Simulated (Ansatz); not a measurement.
This script for Ansatz's Python interface starts 3 runs on ZnRe, space group P-6m2. What input does the engine get in each?

The script, `znre.py`:
```python
"""Density of ZnRe less that of its sublattices."""

import ansatz as az
import numpy as np

vectors0 = np.array([
    [2.748218, 0.0, 0.0],
    [-1.374109, 2.380027, 0.0],
    [0.0, 0.0, 4.494066],
])
sites = [
    ("Zn", (0.0, 0.0, 0.0)),
    ("Re", (1 / 3, 2 / 3, 0.5)),
]


def make_crystal(cell):
    crystal = az.Crystal(lattice=az.Lattice.of(cell))
    for symbol, position in sites:
        crystal = crystal.atom(symbol, position)
    return crystal


def main() -> None:
    # same cell, cutoff and mesh for the crystal and its parts
    def solve(crystal):
        return (
            crystal.calculation()
            .functional("LDA")
            .occupations(az.OccupationsMethod.METHFESSEL_PAXTON, width=0.1)  # the run then minimises F = E - TS
            .basis(460, grid_basis="typed")  # cutoff of the orbital basis
            .kpoints(10, 10, 5)
            .density()  # keep the density on its grid
            .run(threads=1)
        )


    whole = solve(make_crystal(vectors0))
    difference = whole.density().channels[0].density_e_per_ang3.copy()
    binding = whole.report["free_energy_ev"]
    for element in ["Zn", "Re"]:
        part = az.Crystal(lattice=az.Lattice.of(vectors0))
        for symbol, position in sites:
            if symbol == element:
                part = part.atom(symbol, position)
        alone = solve(part)
        difference -= alone.density().channels[0].density_e_per_ang3
        binding -= alone.report["free_energy_ev"]
        print(f"{element} sublattice: {alone.report['n_electrons']:g} electrons, {alone.report['n_iterations']} iterations")

    voxel = abs(np.linalg.det(vectors0)) / difference.size
    print(f"energy of the crystal less its unpolarised sublattices: {binding / len(sites):.4f} eV/atom")
    print(f"net charge of the difference {difference.sum() * voxel:.5f} e, charge moved {0.5 * np.abs(difference).sum() * voxel:.3f} e")
    print(f"extremes {difference.min():.4f} and {difference.max():.4f} e/A^3")
    for (symbol, position) in sites:
        index = tuple(int(round(p * n)) % n for p, n in zip(position, difference.shape))
        print(f"  change of the pseudo-density at the grid point nearest {symbol}: {difference[index]:+.4f} e/A^3")
    profile = difference.mean(axis=(0, 1))
    print("planar mean along the third vector:", np.round(profile[:: max(len(profile) // 12, 1)], 4))


if __name__ == "__main__":
    main()
```

Run 1:
```yaml
crystal:
  lattice:
    - [2.748218, 0.0, 0.0]
    - [-1.374109, 2.380027, 0.0]
    - [0.0, 0.0, 4.494066]
  atoms:
    - { symbol: Zn, position: [0.0, 0.0, 0.0] }
    - { symbol: Re, position: [0.3333333333333333, 0.6666666666666666, 0.5] }
basis:
  ecutwfc: 460.0
  fft_grid_basis: typed
kpoints:
  mp_grid:
    grid: [10, 10, 5]
hamiltonian:
  xc: lda
scf:
  occupations:
    method: methfessel_paxton
    width: 0.1
output:
  write_density: true
```

Run 2, against run 1:
```diff
-    - { symbol: Re, position: [0.3333333333333333, 0.6666666666666666, 0.5] }
```

Run 3, against run 1:
```diff
-    - { symbol: Zn, position: [0.0, 0.0, 0.0] }
```

Running `python znre.py` prints:
```text
Zn sublattice: 12 electrons, 6 iterations
Re sublattice: 15 electrons, 6 iterations
energy of the crystal less its unpolarised sublattices: -1.6618 eV/atom
net charge of the difference 0.00000 e, charge moved 0.308 e
extremes -0.1449 and 0.1090 e/A^3
  change of the pseudo-density at the grid point nearest Zn: -0.1449 e/A^3
  change of the pseudo-density at the grid point nearest Re: -0.0647 e/A^3
planar mean along the third vector: [-0.0305 -0.0279 -0.0072  0.022   0.0315  0.0164 -0.0116 -0.0121  0.0083
 -0.0121 -0.0116  0.0164  0.0315  0.022  -0.0072 -0.0279]
```

Reading the output:
- The mesh is modest for a metal, so energies can be off by several to tens of meV an atom and pressures by half a GPa or more; differences at equal mesh fare better.
- Spin-orbit coupling, which matters for elements this heavy, is left out.
- Densities and potentials on the grid are those of the valence electrons, and inside the cores they hang on the potentials used.
- This cell is a computed structure, which may not be the phase found in nature.
- Charge moved counts every rearrangement, bonding and polarisation too, and is no transfer between atoms; the bare sublattices are artificial references. Values near the nuclei depend on the potentials.
- Wall time of the script: 2.3 s on 1 thread of Intel(R) Xeon(R) Platinum 8488C (Sapphire Rapids) (shared host), peak memory 0.4 GiB.
